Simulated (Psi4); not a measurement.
**revPBE/def2-SVP (core potential) run of CdH2SO (SMILES [OH][Cd][SH])**

What is the vertical singlet–triplet gap of CdH2SO at revPBE/def2-SVP (core potential)? 

Program for the calculation: Psi4 1.11.

**1. The molecule**

CdH2SO: 5 atoms, total charge 0, spin state singlet. As SMILES, `[OH][Cd][SH]`. Geometry: a GFN2-xTB relaxation, a rough one for these elements and not checked as a minimum.

Bond lengths: O1–Cd2 1.951 Å, Cd2–S3 2.357 Å, O1–H4 0.961 Å, S3–H5 1.332 Å. Angles: O1–Cd2–S3 112.3°, Cd2–O1–H4 118.5°, Cd2–S3–H5 85.8°.

**2. Energy and gradient at revPBE/def2-SVP (core potential)**

cdh2os.in

```
memory 1600 mb

molecule {
  0 1
  O
  Cd 1 1.950952
  S 2 2.357486 1 112.30282
  H 1 0.960504 2 118.51243 3 -178.11601
  H 3 1.331543 2 85.81078 1 -0.02399
  symmetry c1
}

set globals {
  basis def2-SVP
  puream true
  e_convergence 1e-09
  d_convergence 1e-08
  scf_type pk
  dft_radial_points 99
  dft_spherical_points 590
}

e_tot, wfn = gradient("revpbe", return_wfn=True)
oeprop(wfn, "DIPOLE", "QUADRUPOLE", "LOWDIN_CHARGES", title="REVPBE")
```

Command:

```bash
psi4 -n 1 cdh2os.in cdh2os.out
```

cdh2os.out:

```text
[...]
    !!!  WARNING: ECP capability is in beta. Please check occupations closely.  !!!
[...]
  Running in c1 symmetry.
[...]
  Nuclear repulsion =  156.484586862443251
[...]
  Multiplicity = 1
[...]
  Nalpha       = 23
  Nbeta        = 23
[...]
    Number of basis functions: 73
[...]
   @RKS iter   1:  -641.72630362412326   -5.09733e-01   1.23877e-02 ADIIS/DIIS
[...]
   @RKS iter  14:  -642.10685970046575   -1.47793e-12   6.15987e-09 DIIS
[...]
    Orbital Energies [Eh]
    ---------------------
    Doubly Occupied:
       1A    -88.025119     2A    -18.745235     3A     -7.656949
       4A     -5.678550     5A     -5.675890     6A     -5.668994
       7A     -4.010845     8A     -2.555756     9A     -2.553971
      10A     -2.550838    11A     -0.845344    12A     -0.636177
      13A     -0.497237    14A     -0.481790    15A     -0.476977
      16A     -0.475933    17A     -0.474762    18A     -0.370800
      19A     -0.336774    20A     -0.275257    21A     -0.236301
      22A     -0.229005    23A     -0.200588
[...]
  @RKS Final Energy:  -642.10685970046575
   => Energetics <=
    Nuclear Repulsion Energy =            156.4845868624432512
    One-Electron Energy =               -1264.0758505987621447
    Two-Electron Energy =                 515.9107388274064760
    DFT Exchange-Correlation Energy =     -50.4263347915532307
    Empirical Dispersion Energy =           0.0000000000000000
    VV10 Nonlocal Energy =                  0.0000000000000000
    Total Energy =                       -642.1068597004657477
[...]
  -Total Gradient:
     Atom            X                  Y                   Z
    ------   -----------------  -----------------  -----------------
       1        0.000295719260    -0.003013340010     0.023817086991
       2        0.000024446276     0.004296827877    -0.017315417986
       3        0.000033483303     0.006640720738    -0.034201995084
       4       -0.000348409904    -0.012183286271     0.010660768680
       5       -0.000010154185     0.004267223452     0.016946637574
[...]
 Multipole Moments:
 ------------------------------------------------------------------------------------
     Multipole            Electronic (a.u.)      Nuclear  (a.u.)        Total (a.u.)
 ------------------------------------------------------------------------------------
 L = 1.  Multiply by 2.5417464519 to convert [e a0] to [Debye]
 Dipole X            :         -0.0204635            0.0368489            0.0163853
 Dipole Y            :         32.7959710          -31.3328456            1.4631254
 Dipole Z            :          4.8770484           -4.8314894            0.0455590
 Magnitude           :                                                    1.4639262
 L = 2.  Multiply by 1.3450342976 to convert [e a0^2] to [Debye ang]
 Quadrupole XX       :        -30.4653109            0.0027227          -30.4625882
 Quadrupole XY       :         -0.0851040            0.1410038            0.0558999
[...]
```

Run time: 12 s. Hardware: 1 thread of Intel Xeon 6975P-C (Granite Rapids), shared host; peak memory 0.72 GiB.

**3. The triplet**

cdh2os.xyz

```xyz
5
CdH2OS
O     -0.088010    -1.302590     0.561390
Cd    -1.062520     0.218490    -0.175400
S      0.373040     1.975100    -0.816670
H     -0.584950    -2.080630     0.826480
H      1.362440     1.189630    -0.395800
```

cdh2os.py

```python
import psi4

psi4.set_memory('1600 MB')
psi4.set_num_threads(1)
psi4.set_output_file('run.log', False)

with open('cdh2os.xyz') as f:
    atoms = ''.join(f.readlines()[2:])
geom = psi4.geometry('0 3\n' + atoms + 'symmetry c1\nno_reorient\nno_com')

options = {'basis': 'def2-SVP', 'reference': 'uks', 'puream': True, 'e_convergence': 1e-09, 'd_convergence': 1e-08, 'scf_type': 'pk', 'dft_radial_points': 99, 'dft_spherical_points': 590, 'maxiter': 200}
psi4.set_options(options)

e, wfn = psi4.gradient("revpbe", return_wfn=True)
print('gradient / Eh bohr^-1')
print(e.np.round(6))
print(f'energy = {wfn.energy():.10f} Eh')
```

Command:

```bash
python cdh2os.py
```

run.log, cut to the lines that bear on the results:

```text
[...]
    !!!  WARNING: ECP capability is in beta. Please check occupations closely.  !!!
[...]
  Running in c1 symmetry.
[...]
  Nuclear repulsion =  156.484599865656065
[...]
  Multiplicity = 3
[...]
  Nalpha       = 24
  Nbeta        = 22
[...]
    Number of basis functions: 73
[...]
   @UKS iter   1:  -641.66066693791402   -4.67636e-01   1.21260e-02 ADIIS/DIIS
[...]
   @UKS iter  19:  -642.01961497823402   -1.79625e-10   9.26120e-09 DIIS
[...]
   @S^2 Observed:                2.004374885E+00
[...]
  @UKS Final Energy:  -642.01961497823402
   => Energetics <=
    Nuclear Repulsion Energy =            156.4845998656560653
    One-Electron Energy =               -1263.2859851494413306
    Two-Electron Energy =                 515.1644843018900701
    DFT Exchange-Correlation Energy =     -50.3827139963387438
    Empirical Dispersion Energy =           0.0000000000000000
    VV10 Nonlocal Energy =                  0.0000000000000000
    Total Energy =                       -642.0196149782340171
[...]
 Multipole Moments:
 ------------------------------------------------------------------------------------
     Multipole            Electronic (a.u.)      Nuclear  (a.u.)        Total (a.u.)
 ------------------------------------------------------------------------------------
 L = 1.  Multiply by 2.5417464519 to convert [e a0] to [Debye]
 Dipole X            :         29.1812538          -28.7396163            0.4416374
 Dipole Y            :        -46.8536626           46.6000415           -0.2536211
 Dipole Z            :         22.1553805          -22.0208274            0.1345532
 Magnitude           :                                                    0.5267559
[...]
  -Total Gradient:
     Atom            X                  Y                   Z
    ------   -----------------  -----------------  -----------------
       1       -0.044399063282     0.034406226651    -0.018975057946
       2        0.066425590355    -0.017941578815     0.013087089356
       3       -0.013619069123    -0.039673479948     0.016164385375
       4        0.010039929521     0.015425985110    -0.005266824856
       5       -0.018409573464     0.007705868563    -0.004967977336
[...]
```

Standard output:

```text
gradient / Eh bohr^-1
[[-0.044399  0.034406 -0.018975]
 [ 0.066426 -0.017942  0.013087]
 [-0.013619 -0.039673  0.016164]
 [ 0.01004   0.015426 -0.005267]
 [-0.01841   0.007706 -0.004968]]
energy = -642.0196149782 Eh
```

Run time: 18 s. Hardware: 1 thread of Intel Xeon 6975P-C (Granite Rapids), shared host; peak memory 0.72 GiB.

**4. Outcome**

Level: revPBE/def2-SVP (core potential).

```
                                        quantity          value
                           singlet: total energy  -642.10686 Eh
                          singlet: dipole moment         3.72 D
                            singlet: HOMO energy       -5.46 eV
                            singlet: LUMO energy       -3.50 eV
                          singlet: HOMO–LUMO gap        1.96 eV
               singlet: largest force on an atom     1.792 eV/Å
                           triplet: total energy  -642.01961 Eh
                          triplet: dipole moment         1.34 D
     triplet: HOMO energy (highest over α and β)       -3.49 eV
                                   triplet: ⟨S²⟩          2.004
               triplet: largest force on an atom     3.602 eV/Å
vertical energy of the triplet above the singlet       2.374 eV
```

What this shows: At this shape the triplet lies 2.37 eV (229 kJ/mol) above the singlet. The largest force (singlet) is 1.79 eV/Å: the shape isn't a stationary point for this species at this level.
